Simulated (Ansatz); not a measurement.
# CH₅NOSi: how energies converge with the basis set

One table from this session's results is given with a row withheld; the runs are named, their logs left out.

Method: one geometry, several basis sets; program: Ansatz 0.2.0, Gaussian basis.

Levels to be run: PBE0-D4/def2-SVP; ωB97M-V/def2-SVP; PBE0-D4/def2-QZVPP; ωB97M-V/def2-QZVPP; the functionals' def2-TZVPP values are taken from earlier runs.

**The geometry**

An earlier PBE0-D4 in a triple-zeta def2 set relaxation fixed the geometry.

9 atoms, charge 0, spin multiplicity 1.

Atoms are counted from 1 here; the program's logs count them from 0.

Bond lengths: N1–Si2 1.717 Å, N1–H5 1.008 Å, N1–H6 1.009 Å, Si2–O4 1.652 Å, C3–O4 1.405 Å, C3–H7 1.096 Å, C3–H8 1.092 Å, C3–H9 1.096 Å. Angles: Si2–N1–H5 120.1°, Si2–N1–H6 128.2°, H5–N1–H6 111.8°, N1–Si2–O4 102.4°, O4–C3–H7 111.5°, O4–C3–H8 108.6°, O4–C3–H9 111.4°, H7–C3–H8 108.2°, H7–C3–H9 108.7°, H8–C3–H9 108.2°, Si2–O4–C3 130.3°.

As a file:

```
atom     x (Å)     y (Å)     z (Å)
  N1  -0.96923   0.91564   0.99474
 Si2  -0.43293  -0.59746   1.60396
  C3   0.77024  -0.61398  -0.89820
  O4   0.48018  -1.17867   0.35574
  H5  -1.55970   1.50650   1.55908
  H6  -0.77004   1.33317   0.09782
  H7   1.29906   0.34028  -0.79537
  H8   1.41198  -1.30252  -1.45101
  H9  -0.14116  -0.44926  -1.48387
```

Set-up of the first run:

File in.yaml:

```yaml
crystal:
  periodic: [false, false, false]
  atoms:
    - {symbol: N, position_ang: [-0.969231, 0.915643, 0.994741]}
    - {symbol: Si, position_ang: [-0.432925, -0.597463, 1.603964]}
    - {symbol: C, position_ang: [0.770244, -0.613983, -0.898204]}
    - {symbol: O, position_ang: [0.480177, -1.178671, 0.355742]}
    - {symbol: H, position_ang: [-1.559704, 1.506502, 1.559083]}
    - {symbol: H, position_ang: [-0.770037, 1.333174, 0.097816]}
    - {symbol: H, position_ang: [1.299055, 0.340276, -0.795367]}
    - {symbol: H, position_ang: [1.411983, -1.302518, -1.451007]}
    - {symbol: H, position_ang: [-0.141163, -0.449260, -1.483867]}
basis:
  gaussian: {orbitals: def2-SVP}
hamiltonian: {xc: pbe0, dispersion: d4}
output: {orbitals: {seedname: orbitals}}
```

Started as:

```bash
$ ansatz run in.yaml --threads 2 --pin off --events-out ev --progress --plain --max-ram 4352MiB
```

Among the steps run: PBE0-D4 in def2-SVP; ωB97M-V in def2-SVP; PBE0-D4 in def2-QZVPP; ωB97M-V in def2-QZVPP.

One table of the session follows, with a row left open; its other results are not shown here.

It belongs to the step «Functionals by basis». 

```
functional       basis  HOMO (eV)
   PBE0-D4    def2-SVP      -6.51
   PBE0-D4  def2-TZVPP      -6.68
   PBE0-D4  def2-QZVPP          ?
   ωB97M-V    def2-SVP      -8.63
   ωB97M-V  def2-TZVPP      -8.83
   ωB97M-V  def2-QZVPP      -8.88
```

Estimate the missing values for PBE0-D4, def2-QZVPP.

**Answer.** HOMO (eV): -6.72. In the column «HOMO (eV)» it lies between ωB97M-V, def2-SVP (-8.63) and PBE0-D4, def2-TZVPP (-6.68).
